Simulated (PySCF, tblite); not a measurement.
# C5H6NO2 radical: geometry, infrared bands and EPR parameters

Aim: predict the infrared bands and EPR parameters of C5H6NO2 radical (`C=CO/C=[C]/NC=O`).

The runs use tblite 0.8.0 and PySCF 2.14.0, with density-fitted response routines of our own; the level of theory stands in each step. All values are computed, except where a source is named. Atoms count from 0, in the outputs and in this text.

## 1. The starting structure

14 atoms, charge 0, multiplicity 2; geometry from: force field or distance geometry start.

Bonds of the start (Å): C0–C1 1.33, C1–O2 1.36, O2–C3 1.41, C3–C4 1.33, C4–N5 1.43, N5–C6 1.43, C6–O7 1.28, C0–H8 1.08, C0–H9 1.07, C1–H10 1.09, C3–H11 1.08, N5–H12 1.04, C6–H13 1.09.

## 2. Relaxing the molecule with GFN2-xTB

The job: settings as JSON, then the geometry in Å.

```
{"job": {"kind": "relax", "xc": "GFN2-xTB", "basis": "xTB"}, "charge": 0, "multiplicity": 2}
C      3.482400     0.148900     0.468400
C      2.295100    -0.413800     0.691900
O      1.158600     0.291000     0.937200
C     -0.013400    -0.081900     0.249300
C     -1.152400     0.079700     0.914100
N     -2.372000    -0.293000     0.264000
C     -3.435800     0.632700     0.047200
O     -3.324900     1.848000     0.438900
H      3.518700     1.229200     0.466300
H      4.327200    -0.484500     0.300300
H      2.282000    -1.504700     0.699100
H      0.053500    -0.503000    -0.738400
H     -2.458700    -1.282300    -0.036900
H     -4.360900     0.333400    -0.443400
```

Command:

```bash
> OMP_NUM_THREADS=1 python probes_run.py task.json out
```

One launch serves the whole session: the jobs run in the order shown.

**Question.** This job is followed by: GFN2-xTB harmonic vibrations, gas phase; UKS B3LYP, pcH-1 on C H N O, non-relativistic, mean-field spin-orbit, GIAO. Predict these results of the whole session: strongest single infrared mode (GFN2-xTB); zero-point energy (GFN2-xTB); g(iso) (B3LYP); ⟨S²⟩; largest a(iso); surface potential, 1st and 99th percentile.

The runs gave:

| quantity | value |
| --- | --- |
| strongest single infrared mode (GFN2-xTB) | 1734 cm⁻¹, 372 km/mol |
| zero-point energy (GFN2-xTB) | 62.3 kcal/mol |
| g(iso) (B3LYP) | 2.00266 |
| ⟨S²⟩ | 0.755 (exact 0.75) |
| largest a(iso) | 13C on C4, 286.8 MHz |
| surface potential, 1st and 99th percentile | -1.61 V and 2.40 V |

**Reading.** Relaxing lowered the energy by 1.184 eV in 130 steps; the close pair that moved most is C4–N5, from 1.431 to 1.346 Å. No mode is imaginary among the 36: a minimum at this level. The strongest single mode, at 1734 cm⁻¹, moves mainly C6 and O7. GFN2-xTB is a fitted tight-binding method: band positions and strengths are rough. Its intensities can rank the bands wrongly. C4 carries the largest spin population, 0.77 e. The isotropic g lies 0.3 ppt above the free-electron value.
